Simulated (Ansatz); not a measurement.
**CH3ClFOSi radical: up Jacob's ladder to CCSD(T)**

An exercise on one series of results from a longer session: the logs are not shown, and one member is left open.

Program: Ansatz 0.2.0, Gaussian basis. Level of theory: functionals in def2-TZVPP, the program's frozen cores in correlated methods. These are calculated values, not measurements.

The runs, in order: LDA (SPW92), PBE-D4, revPBE-D4, BLYP-D4, r2SCAN-D4, B97M-V, PBE0-D4, B3LYP-D4, r2SCANh-D4, r2SCAN0-D4, HSE06-D4, BHLYP-D4, CAM-B3LYP-D4, LC-ωPBE, ωB97X-V, ωB97M-V, B2PLYP, PBE-QIDH; CCSD(T)/def2-SVP; CCSD(T)/def2-TZVPP; MP2/def2-QZVPP; extrapolation to the limit; RPA on PBE.

## The relaxed structure

The geometry comes from an earlier relaxation with PBE0-D4 in a triple-zeta def2 set; it is a stationary point, not always the lowest conformer.

SMILES `CO[Si](F)Cl`, 8 atoms, charge 0, spin multiplicity 2.

Atoms are counted from 1 here; the program's logs count them from 0.

Bond lengths: C1–O2 1.415 Å, C1–H6 1.093 Å, C1–H7 1.090 Å, C1–H8 1.093 Å, O2–Si3 1.621 Å, Si3–F4 1.588 Å, Si3–Cl5 2.059 Å. Angles: O2–C1–H6 110.9°, O2–C1–H7 107.5°, O2–C1–H8 111.2°, H6–C1–H7 108.9°, H6–C1–H8 109.2°, H7–C1–H8 109.1°, C1–O2–Si3 127.1°, O2–Si3–F4 105.6°, O2–Si3–Cl5 110.7°, F4–Si3–Cl5 108.5°.

Set-up of the first run:

in.yaml reads:

```yaml
crystal:
  periodic: [false, false, false]
  atoms:
    - {symbol: C, position_ang: [-0.458123, -0.553279, 0.973731]}
    - {symbol: O, position_ang: [0.278363, -0.634178, -0.231565]}
    - {symbol: Si, position_ang: [1.040428, 0.575484, -0.994750]}
    - {symbol: F, position_ang: [1.414288, 0.007642, -2.429902]}
    - {symbol: Cl, position_ang: [-0.216185, 2.187689, -1.238358]}
    - {symbol: H, position_ang: [0.206957, -0.409173, 1.829148]}
    - {symbol: H, position_ang: [-0.991032, -1.496017, 1.096574]}
    - {symbol: H, position_ang: [-1.182597, 0.264730, 0.939223]}
basis:
  gaussian: {orbitals: def2-TZVPP}
magnetization: {spin_polarized: true, initial_magnetization: 1}
hamiltonian: {xc: lda}
output: {orbitals: {seedname: orbitals}}
```

Among the steps run: LDA; PBE-D4 (GGA); revPBE-D4 (GGA); BLYP-D4 (GGA); r2SCAN-D4 (meta-GGA); B97M-V (meta-GGA); PBE0-D4 (hybrid); B3LYP-D4 (hybrid); r2SCANh-D4 (hybrid); r2SCAN0-D4 (hybrid); HSE06-D4 (hybrid); BHLYP-D4 (hybrid); CAM-B3LYP-D4 (range-separated); LC-ωPBE-D4 (range-separated; the results give it without D4); ωB97X-V (range-separated); ωB97M-V (range-separated); B2PLYP (double hybrid); PBE-QIDH (double hybrid).

One of the session's tables, all rows but one given; the rest of the session is left out.

It belongs to the step «Frontier levels by functional». 

```
  functional  HOMO (eV)  LUMO (eV)  gap (eV)
 LDA (SPW92)      -5.45      -4.17      1.29
      PBE-D4      -5.45      -3.69      1.76
   revPBE-D4      -5.42      -3.51      1.91
     BLYP-D4      -5.26      -3.75      1.51
   r2SCAN-D4      -5.85      -3.17      2.68
      B97M-V          ?          ?         ?
     PBE0-D4      -6.75      -2.75      4.00
    B3LYP-D4      -6.46      -3.20      3.26
  r2SCANh-D4      -6.32      -2.87      3.45
  r2SCAN0-D4      -7.04      -2.44      4.60
    HSE06-D4      -6.34      -3.14      3.21
    BHLYP-D4      -7.89      -1.99      5.89
CAM-B3LYP-D4      -8.03      -1.92      6.11
     LC-ωPBE      -9.45      -0.38      9.07
     ωB97X-V      -8.94      -1.01      7.92
     ωB97M-V      -8.54      -1.17      7.37
```

Q: Estimate the row for B97M-V from the others.

The run gave: HOMO (eV): -5.53; LUMO (eV): -3.84; gap (eV): 1.69. In the column «HOMO (eV)» it lies between r2SCAN-D4 (-5.85) and LDA (SPW92) (-5.45).
